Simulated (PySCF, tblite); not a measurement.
# C₃H₉NSeSi: geometry, infrared bands and NMR shifts

Wanted: the infrared bands and NMR shifts of C₃H₉NSeSi (`[SeH][Si@H]1CCCN1`), by calculation.

Computed with tblite 0.8.0 and PySCF 2.14.0, with density-fitted response routines of our own, on a single molecule in the gas phase. Atoms are numbered from 0 throughout.

**1. The molecule as given**

15 atoms, charge 0, multiplicity 1; geometry from: force field or distance geometry start.

Bonds of the start (Å): Se0–Si1 2.30, Si1–C2 1.84, C2–C3 1.53, C3–C4 1.53, C4–N5 1.47, N5–Si1 1.78, Se0–H6 1.54, Si1–H7 1.46, C2–H8 1.11, C2–H9 1.11, C3–H10 1.12, C3–H11 1.11, C4–H12 1.12, C4–H13 1.11, N5–H14 1.04.

**2. Relaxing the molecule with GFN2-xTB**

What the job is given:

```
{"job": {"kind": "relax", "xc": "GFN2-xTB", "basis": "xTB"}, "charge": 0, "multiplicity": 1}
Se     3.113300     0.275000     0.258500
Si     1.114100     0.014700    -0.838400
C      0.105200    -1.282100    -0.007400
C     -1.215700    -0.539000     0.228100
C     -0.921000     0.950500     0.440100
N      0.060700     1.418900    -0.550400
H      2.361600     0.532400     1.576400
H      1.294800    -0.240600    -2.262500
H     -0.041400    -2.166900    -0.664500
H      0.561100    -1.574200     0.956300
H     -1.734600    -0.963800     1.126700
H     -1.884300    -0.675100    -0.644400
H     -1.865200     1.540800     0.352400
H     -0.512400     1.116300     1.453600
H     -0.440600     1.601200    -1.446400
```

The run is started by

```bash
$ OMP_NUM_THREADS=1 python probes_run.py task.json out
```

One launch serves the whole session: the jobs run in the order shown.

**Question.** This job is followed by: GFN2-xTB harmonic vibrations, gas phase; GIAO PBE0/pcSseg-1 NMR shielding, non-relativistic, gas phase. What will the session give for the following? strongest single infrared mode (GFN2-xTB); zero-point energy (GFN2-xTB); 13C shifts against TMS (PBE0/pcSseg-1); 1H shifts against TMS (PBE0/pcSseg-1); 77Se shifts against Me2Se (PBE0/pcSseg-1); 29Si shifts against TMS (PBE0/pcSseg-1); 15N shifts against NH3 (PBE0/pcSseg-1).

**Answer**, as computed:

```
                                 quantity                                                     value
strongest single infrared mode (GFN2-xTB)                                     2096 cm⁻¹, 339 km/mol
             zero-point energy (GFN2-xTB)                                             71.9 kcal/mol
   13C shifts against TMS (PBE0/pcSseg-1)                                      48.2, 28.9, 18.1 ppm
    1H shifts against TMS (PBE0/pcSseg-1)  5.73, 3.32, 3.28, 2.08, 1.77, 1.18, 0.80, 0.54, 0.21 ppm
77Se shifts against Me2Se (PBE0/pcSseg-1)                                                  -385 ppm
  29Si shifts against TMS (PBE0/pcSseg-1)                                                   2.8 ppm
   15N shifts against NH3 (PBE0/pcSseg-1)                                                  44.8 ppm
```

In words: Relaxing lowered the energy by 0.500 eV in 85 steps; the close pair that moved most is Se0–H6, from 1.539 to 1.433 Å. No mode is imaginary among the 39: a minimum at this level. The strongest single mode, at 2096 cm⁻¹, moves mainly H6. GFN2-xTB is a fitted tight-binding method: band positions and strengths are rough. Its intensities can rank the bands wrongly. The most deshielded carbon is C4 (sp3 CH2 bonded to N), at 48.2 ppm: pulled downfield by the heteroatom. At PBE0/pcSseg-1: The largest span, 671 ppm, is at Se0, where the paramagnetic term is -858 ppm. Spin-orbit coupling is left out, which matters for shieldings and couplings at and beside the heavy atoms.
